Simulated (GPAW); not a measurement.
Runs of GPAW 26.7.0 on NaY. The structure is cubic, space group Pm-3m (No. 221). The conventional cell has a = 4.012 Å, b = 4.012 Å, c = 4.012 Å, α = 90.00°, β = 90.00°, γ = 90.00°. Na (site symmetry m-3m) has 8 Y at 3.47 Å as nearest neighbours. Y (site symmetry m-3m) is surrounded by 8 Na at 3.47 Å. The cell was built by a generator and needn't be a form met in nature.

| level | potentials or basis | eigensolver | pressure (GPa) |
| --- | --- | --- | --- |
| LDA | the program's PAW data sets (release 1.2.1) made for this functional, pw | - | (a) |
| PBEsol | PAW data sets generated in the run's folder for this functional, pw | - | -0.9 |
| BLYP | PAW data sets generated in the run's folder for this functional, pw | davidson | 0.6 |
| RPBE | the program's PAW data sets (release 1.2.1) made for this functional, pw | - | (b) |
| revPBE | the program's PAW data sets (release 1.2.1) made for this functional, pw | - | 0.9 |

Alike in all rows: task band structure; no spin polarisation; cell as given; k mesh 7 × 7 × 7; cutoff (eV) 800; smearing fermi-dirac 0.05 eV.

Question: Estimate the missing entries.

Answer: (a) -2.2; (b) 1.1.

Runs at the PBE level aren't shown here.
